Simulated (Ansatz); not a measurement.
# HfC: stress in a strained cell

Aim: deform HfC (equal xx and yy strain of -3 %) and compute stress, forces and field gradients with LAPW, PAW and all-electron datasets made for the crystal.

Computed with Ansatz 0.2.0 (DFT PBEsol, scalar-relativistic, unless a step's input says otherwise).

## Step 1: The starting structure

It takes space group Fm-3m (No. 225, cubic). Conventional cell: a = 4.650 Å, b = 4.650 Å, c = 4.650 Å, α = 90.00°, β = 90.00°, γ = 90.00°. Hf (site symmetry m-3m) is surrounded by 6 C at 2.33 Å. Around C (site symmetry m-3m) lie 6 Hf at 2.33 Å.

Coordinates:

```cif
data_structure
_symmetry_space_group_name_H-M 'P 1'
_symmetry_Int_Tables_number 1
_cell_length_a 3.2880
_cell_length_b 3.2880
_cell_length_c 3.2880
_cell_angle_alpha 60.000
_cell_angle_beta 60.000
_cell_angle_gamma 60.000
_cell_volume 25.14
loop_
_atom_site_label
_atom_site_type_symbol
_atom_site_fract_x
_atom_site_fract_y
_atom_site_fract_z
_atom_site_occupancy
Hf1 Hf 0.50000 0.50000 0.50000 1
C1 C 0.00000 0.00000 0.00000 1
```

Atoms are numbered in the order of the input: Hf1, C2.

## Step 2: The deformed structure

Space group Fm-3m before, I4/mmm after.

## Step 3: All-electron LAPW

The input, input.yaml:

```yaml
crystal:
  lattice:
    - [0.0, 2.25525, 2.325]
    - [2.25525, 0.0, 2.325]
    - [2.25525, 2.25525, 0.0]
  atoms:
    - { symbol: Hf, position: [0.5, 0.5, 0.5] }
    - { symbol: C, position: [0.0, 0.0, 0.0] }
kpoints:
  mp_grid: { grid: [15, 15, 15] }
  band_path:
    path:
      - [0.0, 0.0, 0.0]
      - [0.0, 0.5, 0.5]
      - [0.25, 0.75, 0.5]
      - [0.0, 0.5, 0.0]
      - [0.0, 0.0, 0.0]
      - [0.5, 0.5, 0.0]
      - [0.3676125, 0.6323875, 0.0]
      - [-0.3676125, 0.3676125, 0.0]
      - [0.0, 0.0, 0.0]
    npoints: 5
scf:
  occupations: { method: fermi_dirac, width: 0.05 }
hamiltonian:
  xc: pbesol
  pseudopotentials: { kind: all_electron, lapw: { basis_error: 0.001 } }
output:
  forces: true
  stress: true
  eigenvalues: true
```

Command:

```bash
> ansatz run input.yaml --threads 1 --pin off --max-ram 3072MiB --backend cpu --events-out ev --progress --plain --runs-dir out
```

The log of the run, shortened:

```text
LAPW: plane waves up to 9.216 Å⁻¹, error target 1.0e-3 eV per atom; small_component_spin mean_spin; C in spheres of 0.922 Å, 6 of its electrons in bands, Dirac shells []; Hf in spheres of 1.333 Å, 42 of its electrons in bands, Dirac shells []
[...]
Pseudopotentials: kind: all_electron
Pseudopotential: Hf, LAPW, valence charge 42, Koelling and Harmon's equation, gaussian nucleus
Pseudopotential: C, LAPW, valence charge 6, Koelling and Harmon's equation, gaussian nucleus
Functional definition: PBEsol
[...]
Crystal: 2 atoms, lattice volume = 23.651 Å³
Basis set: ecut = 323.589055114438 eV, 331 PW (Γ), exchange–correlation at level 2
Bands: 29, of which v1, the nominal top of the filled ones, is band 24 counted from 1 (23 counted from 0)
Symmetry: 16 space group operations
Space group: I4/mmm (ITA 139), of the structure as read, at distance tolerance 2.9e-5 Å
k-points: 288 of 3375
[...]
SCF iter   1: F=—  HF=-411163.381267 eV  |F-HF|=—  |Δ(HF+E_count)|=         —  Δρ=1.31e-1  dr2=5.54e0  ethr=1.15e-2  ⟨swp⟩=2.0  Hψ=50861  notcnv=0
[...]
the basis was enlarged: its passes take 319.9 KiB over the memory plan, 1 of 1 planned eigensolver slots
[...]
SCF iter  10: F=-411161.496025 eV  HF=-411161.496025 eV  |F-HF|=5.36e-9  |Δ(HF+E_count)|=   8.53e-8  Δρ=6.40e-6  dr2=6.87e-9  ethr=6.94e-10  ⟨swp⟩=3.0  Hψ=25354  notcnv=0
[...]
NSCF: frozen V_eff on 41 k-points
SCF converged after 10 iterations
Free energy (F): -411161.496025 eV
[...]
E sigma→0 (E₀):  -411161.494889 eV
Entropy (-TS):   -0.002271 eV (-1.136 meV/atom)
Fermi energy:    21.714542 eV
[...]
--- Forces (eV/Å), atoms counted from 1 ---
  atom   1  Hf     0.00000000     0.00000000     0.00000000
  atom   2  C     -0.00000000    -0.00000000    -0.00000000
[...]
--- Stress (GPa, compression-positive) ---
       14.092258       0.000000       0.000000
        0.000000      14.092258       0.000000
        0.000000       0.000000      -0.420605
  P = ⅓ Tr σ = 9.2546 GPa (92.546 kbar)
--- Band table (eV; the first three rows and the last of 288) ---
[...]
```

Run time: 73 s. Hardware: 1 thread of Arm Neoverse V1, shared host; peak memory 0.84 GiB.

In short: pressure 9.25 GPa; no gap.

## Step 4: PAW on the default files

The input, input.yaml:

```yaml
crystal:
  lattice:
    - [0.0, 2.25525, 2.325]
    - [2.25525, 0.0, 2.325]
    - [2.25525, 2.25525, 0.0]
  atoms:
    - { symbol: Hf, position: [0.5, 0.5, 0.5] }
    - { symbol: C, position: [0.0, 0.0, 0.0] }
kpoints:
  mp_grid: { grid: [15, 15, 15] }
scf:
  occupations: { method: fermi_dirac, width: 0.05 }
hamiltonian:
  xc: pbesol
  pseudopotentials: { kind: paw }
output:
  forces: true
  stress: true
  eigenvalues: true
  efg: { contact_densities: true }
```

Command:

```bash
> ansatz run input.yaml --threads 1 --pin off --max-ram 3072MiB --backend cpu --events-out ev --progress --plain --runs-dir out
```

The log of the run, shortened:

```text
Hf: output.efg is read without spin–orbit coupling, which moves field gradients at and beside such atoms by some per cent and up to a factor of two; PAW files take it under magnetization.noncollinear and magnetization.spin_orbit
[...]
Pseudopotentials: kind: paw
Pseudopotential: Hf, paw, valence charge 26, recommended cutoff 420 eV (normal)
Pseudopotential: C, paw, valence charge 4, recommended cutoff 420 eV (normal)
[... 1 set-up line as earlier in the session ...]
[...]
Crystal: 2 atoms, lattice volume = 23.651 Å³
Basis set: ecut = 420 eV, 475 PW (Γ), exchange–correlation on 48×48×48 points (8 copies of the dense FFT grid, shifted against one another)
Bands: 19, of which v1, the nominal top of the filled ones, is band 15 counted from 1 (14 counted from 0)
[... 2 set-up lines as earlier in the session ...]
k-points: 288 of 3375
[...]
  atom   1  Hf     0.00000000     0.00000000    -0.00000000
  atom   2  C     -0.00000000     0.00000000     0.00000000
[...]
--- Stress (GPa, compression-positive) ---
       14.047688       0.000000       0.000000
        0.000000      14.047688       0.000000
        0.000000       0.000000      -0.490348
  P = ⅓ Tr σ = 9.2017 GPa (92.017 kbar)
--- PAW observables at the nuclei: V_zz in 10²¹ V/m², potentials from the cell's mean, atoms counted from 1 ---
  atom   1  Hf V_zz =   +11.713331   η = 0.0000   by run symmetry: allowed
            electrostatic potential = -14186.312081 V   contact ρ = 7519043.920217 e/Å³
  atom   2  C  V_zz =    +0.367078   η = 0.0000   by run symmetry: allowed
            electrostatic potential = -428.744203 V   contact ρ = 862.121605 e/Å³
--- Band table (eV; the first three rows and the last of 288) ---
  k-point 0: bands = ["-39.4863", "-7.9498", "-7.9209", "-7.9209", "8.7215", "10.5451", "10.5542", "10.5591", "10.5591", "10.6586", "10.6629", "10.6629", "22.3348", "22.4268", "22.5218", "22.5218", "22.7791", "22.7791", "24.5519"]
[...]
```

It took 8.4 s on 1 thread of Arm Neoverse V1, shared host; peak memory 0.45 GiB.

In short: pressure 9.20 GPa; no gap; Vzz Hf1 11.71 (η = 0.00), C2 0.37 (η = 0.00) (10²¹ V/m²).

## Step 5: Datasets made for this crystal

Changes to input.yaml since step 4:

```diff
@@ -14,3 +14,3 @@
   xc: pbesol
-  pseudopotentials: { kind: paw }
+  pseudopotentials: { kind: all_electron, datasets: crystal }
 output:
```

Command:

```bash
> ansatz run input.yaml --threads 1 --pin off --max-ram 3072MiB --backend cpu --events-out ev --progress --plain --runs-dir out
```

The log of the run, shortened:

```text
[...]
Hf: output.efg is read without spin–orbit coupling, which moves field gradients at and beside such atoms by some per cent and up to a factor of two; PAW files take it under magnetization.noncollinear and magnetization.spin_orbit
[...]
[... 1 set-up line as earlier in the session ...]
Pseudopotential: Hf, paw, valence charge 26, recommended cutoff 420 eV (normal), Koelling and Harmon's equation, gaussian nucleus
Pseudopotential: C, paw, valence charge 4, recommended cutoff 420 eV (normal), Koelling and Harmon's equation, gaussian nucleus
[... 1 set-up line as earlier in the session ...]
[...]
Crystal: 2 atoms, lattice volume = 23.651 Å³
Basis set: ecut = 420 eV, 475 PW (Γ), exchange–correlation on 48×48×48 points (8 copies of the dense FFT grid, shifted against one another)
Bands: 19, of which v1, the nominal top of the filled ones, is band 15 counted from 1 (14 counted from 0)
[... 1 set-up line as earlier in the session ...]
[...]
  atom   1  Hf     0.00000000     0.00000000     0.00000000
  atom   2  C     -0.00000000    -0.00000000     0.00000000
[...]
--- Stress (GPa, compression-positive) ---
       14.089966       0.000000       0.000000
        0.000000      14.089966      -0.000000
        0.000000       0.000000      -0.421634
  P = ⅓ Tr σ = 9.2528 GPa (92.528 kbar)
--- PAW observables at the nuclei: V_zz in 10²¹ V/m², potentials from the cell's mean, atoms counted from 1 ---
  atom   1  Hf V_zz =   +11.747866   η = 0.0000   by run symmetry: allowed
            electrostatic potential = -14183.629073 V   contact ρ = 7515530.869667 e/Å³
  atom   2  C  V_zz =    +0.369809   η = 0.0000   by run symmetry: allowed
            electrostatic potential = -427.971677 V   contact ρ = 862.268460 e/Å³
--- Band table (eV; the first three rows and the last of 288) ---
  k-point 0: bands = ["-39.1057", "-7.5670", "-7.5394", "-7.5394", "9.1006", "10.9232", "10.9321", "10.9361", "10.9361", "11.0361", "11.0403", "11.0403", "22.7199", "22.8049", "22.9050", "22.9050", "23.1576"]
[...]
```

It took 41 s on 1 thread of Arm Neoverse V1, shared host; peak memory 0.87 GiB.

In short: pressure 9.25 GPa; no gap; Vzz Hf1 11.75 (η = 0.00), C2 0.37 (η = 0.00) (10²¹ V/m²).

## Step 6: Side by side

Stress (GPa, compression positive):

| method | xx | yy | zz | yz | xz | xy |
| --- | --- | --- | --- | --- | --- | --- |
| LAPW | 14.09 | 14.09 | -0.42 | 0.00 | 0.00 | 0.00 |
| PAW | 14.05 | 14.05 | -0.49 | 0.00 | 0.00 | 0.00 |
| crystal datasets | 14.09 | 14.09 | -0.42 | 0.00 | 0.00 | 0.00 |

| method | pressure (GPa) | Vzz Hf1 (10²¹ V/m²) | Vzz C2 (10²¹ V/m²) | SCF cycles, all passes |
| --- | --- | --- | --- | --- |
| LAPW | 9.25 | – | – | 10 |
| PAW | 9.20 | 11.71 | 0.37 | 6 |
| crystal datasets | 9.25 | 11.75 | 0.37 | 12 |

## Step 7: What came out

| quantity | value |
| --- | --- |
| pressure | LAPW 9.25, PAW 9.20, crystal datasets 9.25 GPa |
| largest shear or deviatoric stress (LAPW) | 9.68 GPa |

What this shows: The largest part of the stress beyond the pressure is 9.68 GPa in size, in the zz component; the atoms are carried along and not relaxed. No run of the undeformed cell stands beside it, so the pressure holds what the given cell had before the change. PAW: stress within 0.07 GPa of LAPW. Crystal datasets: stress within 0.01 GPa of LAPW. Spin-orbit coupling is left out, though the cell holds Hf; in elements this heavy it can shift bands and gaps by tenths of an eV.
